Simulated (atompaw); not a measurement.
# A PAW (atompaw) potential for palladium, from input to tests

Do these settings give a usable potential? It is generated, then checked for scattering, ghosts and hardness.

Program: atompaw 4.2.0.5. Reference atom: PBE, scalar-relativistic, spherical and spin-unpolarised. All values are calculated.

10 further runs of the same task are left out: 2 that didn't finish, 8 set aside as unsound or not needed.

### Step 1. The atom and the settings

The settings as typed:

* element: palladium (Pd, Z = 46)
* type: PAW
* frozen core: [Ar] 3d10 4s2
* valence charge: 16
* reference configuration: 4p6 4d10 5s0 5p0
* partial waves: 5s (bound, empty): rc 2.25 bohr; 5s channel at 1.7 Ry: rc 2.20 bohr; 4p (bound): rc 1.80 bohr; 5p (bound, empty): rc 1.65 bohr; 4d (bound): rc 2.25 bohr; 4d channel at 5.1 Ry: rc 2.25 bohr; 4f channel at 0.45 Ry: rc 2.25 bohr
* local potential: troulliermartins scheme with l = 4 at 0 Ry, radius 2.15 bohr
* core correction: smooth core density matched at 2.10 bohr
* augmentation charge: besselshape compensation charge, radius 1.85 bohr; PAW radius 2.25 bohr; waves and projectors: custom polynom vanderbiltortho

The outer shells as boxes (Hund's rule for the drawing; the calculation is spin-unpolarised):

```
[Ar] core
3d [↑↓][↑↓][↑↓][↑↓][↑↓]
4s [↑↓]
4p [↑↓][↑↓][↑↓]
4d [↑↓][↑↓][↑↓][↑↓][↑↓]
5s [  ]
5p [  ][  ][  ]
```

An earlier all-electron run gives the scale for the radii.

All-electron outer shells of the reference configuration (PBE, scalar-relativistic, ld1.x):

```json
{"shell": "3d", "level (eV)": "-325.51", "outermost node (bohr)": "–", "outermost maximum (bohr)": "0.28"}
{"shell": "4s", "level (eV)": "-85.33", "outermost node (bohr)": "0.45", "outermost maximum (bohr)": "0.85"}
{"shell": "4p", "level (eV)": "-51.20", "outermost node (bohr)": "0.46", "outermost maximum (bohr)": "0.91"}
{"shell": "4d", "level (eV)": "-4.05", "outermost node (bohr)": "0.45", "outermost maximum (bohr)": "1.10"}
{"shell": "5s", "level (eV)": "-3.32", "outermost node (bohr)": "1.15", "outermost maximum (bohr)": "2.67"}
{"shell": "5p", "level (eV)": "-0.31", "outermost node (bohr)": "1.32", "outermost maximum (bohr)": "4.52"}
```

### Step 2. The generation run

File Pd.input:

```
Pd 46
GGA-PBE scalarrelativistic loggrid 1500 logderivrange -6 5 276
5 5 4 0 0 0
5 0 0
5 1 0
0 0 0
c
c
c
c
v
c
c
v
v
c
v
3
2.25 1.85 2.15 2.10
y
1.7
n
n
y
5.1
n
y
0.45
n
custom polynom vanderbiltortho besselshape
4 0 troulliermartins
2.25
2.20
1.80
1.65
2.25
2.25
2.25
PWSCFOUT
UPFDX 0.0125d0 UPFXMIN -7.d0 UPFZMESH 46.d0
END
```

Command:

```
atompaw < Pd.input > Pd.log
```

Before running it: what results should come out? Wanted: cutoffs for 10 and 1 mRy, occupied levels; bound ghosts; largest phase difference near zero energy, channels read; lowest eigenvalue of the overlap; share of valence orbitals outside the PAW sphere; UPF file.

The runs gave:

| quantity | value |
| --- | --- |
| cutoffs for 10 and 1 mRy, occupied levels | 35 Ry and 55 Ry |
| bound ghosts | s at -65.01 eV |
| largest phase difference near zero energy, channels read | 0.009 rad |
| lowest eigenvalue of the overlap (Bessel basis) | 0.418 (s) |
| share of valence orbitals outside the PAW sphere | 5s 81 %, 4p 1 %, 5p 97 %, 4d 17 % |
| UPF file | written |

What this shows: It has a bound ghost (s), a state that the atom doesn't have, and that rules the file out. It counts as soft on the atom at that tolerance, with 35 Ry needed at the looser tolerance. The slowest occupied level is 4p: taken alone it needs 40 Ry to come within 1 mRy, against 30 Ry for 4d. Near zero energy the phases of the channels with partial waves agree within 0.009 rad. The pseudo curves have a pole with no partner nearby in the atom's: s at -4.75 Ry. All of this concerns the isolated atom, not yet a solid.
